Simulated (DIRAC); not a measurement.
**CdBr+: HF/dyall-cv2z (X2C-SO, amfi charge 2, uncontracted yes)**

We compute a point of an energy scan of CdBr+. 

The results are computed with DIRAC 26.1 (patched).

12 further runs of the same task are left out: 3 that didn't finish, 9 set aside as unsound or not needed.

## (1) The structure to begin with

CdBr+ has 2 atoms, charge +1, and is taken as a singlet.

Bond lengths: Cd1–Br2 2.318 Å.

## (2) A point of an energy scan at HF/dyall-cv2z (X2C-SO, amfi charge 2, uncontracted yes)

File mol.mol:

```
DIRAC
BrCd

C   2  1           
       48.    1
Cd        0.00000000      0.00000000      0.00000000
LARGE BASIS dyall.cv2z
       35.    1
Br        0.00000000      0.00000000      4.38026325
LARGE BASIS dyall.cv2z
FINISH
```

File job.inp:

```
! scan
**DIRAC
.TITLE
 BrCd
.WAVE FUNCTION
**HAMILTONIAN
.X2C
*AMFI
.AMFICH
 +2
**INTEGRALS
*READIN
.UNCONTRACT
**WAVE FUNCTION
.SCF
*END OF INPUT
```

Command:

```bash
$ pam --inp=job.inp --mol=mol.mol --noarch --mw=163 --aw=368
```

Output:

```text
[...]
It.    1    -4522.043479882      0.00D+00  0.00D+00  0.00D+00               0.08990097s   Atom. scrpot
[...]
It.   17    -8196.297359402      1.73D-10 -1.20D-08  4.39D-08   DIIS   9    1.14800000s   LL
[...]
* Convergence after   17 iterations.
[...]
                                   TOTAL ENERGY
                                   ------------
   Charge of molecule : 1
   Electronic energy                        :    -8579.8359515172506
   Other contributions to the total energy
   Nuclear repulsion energy                 :      383.5385921154397
[...]
   Total energy                             :    -8196.2973594018113
[...]
  * Closed shell, f = 1.0000
    -986.890741646  ( 2)       -498.362245654  ( 2)       -150.048688989  ( 2)       -139.301305897  ( 2)       -132.200250942  ( 2)
     -67.237887724  ( 2)        -60.321061544  ( 2)        -58.562003149  ( 2)        -29.641124968  ( 2)        -25.282605178  ( 2)
     -23.973819581  ( 2)        -16.335190191  ( 2)        -16.071846199  ( 2)        -10.338538960  ( 2)         -7.870335664  ( 2)
      -7.606725078  ( 2)         -5.081120075  ( 2)         -3.610567433  ( 2)         -3.387357886  ( 2)         -3.327197922  ( 2)
[...]
  * Closed shell, f = 1.0000
    -132.201113505  ( 2)        -58.561360808  ( 2)        -23.975884888  ( 2)        -16.337824155  ( 2)        -16.073157533  ( 2)
      -7.602647140  ( 2)         -3.385824163  ( 2)         -3.320067897  ( 2)         -3.281372868  ( 2)         -1.078511664  ( 2)
      -1.051266518  ( 2)         -0.589568857  ( 2)
  * Virtual eigenvalues, f = 0.0000
[...]
  * Closed shell, f = 1.0000
     -16.075242212  ( 2)         -3.275446637  ( 2)         -1.048304247  ( 2)
  * Virtual eigenvalues, f = 0.0000
       0.444059628  ( 2)          0.647472879  ( 2)          0.912594200  ( 2)          0.928431905  ( 2)          2.896563760  ( 2)
       3.148965485  ( 2)          3.151475681  ( 2)          4.023094254  ( 2)          4.263421891  ( 2)          4.274672459  ( 2)
[...]
* HOMO - LUMO gap:
    E(LUMO) :    -0.26618795 au (symmetry E1 )
  - E(HOMO) :    -0.58956886 au (symmetry E1 )
  ------------------------------------------
    gap     :     0.32338091 au
[...]
```

It took 23 s on 1 thread of Arm Neoverse V1, shared host; peak memory 0.16 GiB.

## (3) Results

At HF/dyall-cv2z (X2C-SO, amfi charge 2, uncontracted yes):

```
     quantity           value
 total energy  -8196.29736 Eh
  HOMO energy       -16.04 eV
  LUMO energy        -7.24 eV
HOMO–LUMO gap         8.80 eV
```
